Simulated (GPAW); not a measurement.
The system is NbTe.

```
Nb Te
1.0
     3.42570    0.00000    0.00000
     0.00000    3.42570    0.00000
     0.00000    0.00000    3.42570
Nb Te
1 1
Direct
  0.50000 0.50000 0.50000
  0.00000 0.00000 0.00000
```

The cell was built by a generator and needn't be a form met in nature.

Base run:

```yaml
Program: GPAW 26.7.0
Functional: PBE
Potentials_or_basis: GPAW PAW data sets (gpaw-data 1.2.1)
Cutoff: 600 eV
Basis: pw
k_mesh: 8 × 8 × 8
Occupations: fermi-dirac, width 0.05 eV
Spin: no spin polarisation
Hubbard_terms: Nb d U = 1 eV
```

Its results: pressure -0.2 GPa.

**Question.** The run is repeated on the same cell with these changes: hubbard terms from Nb d U = 1 eV to Nb d U = 5 eV. What comes out?

**Answer.** Pressure 11.3 GPa.

Caveats: U without spin polarisation on a metal has little footing; the U is typed as a test and isn't derived for this compound.
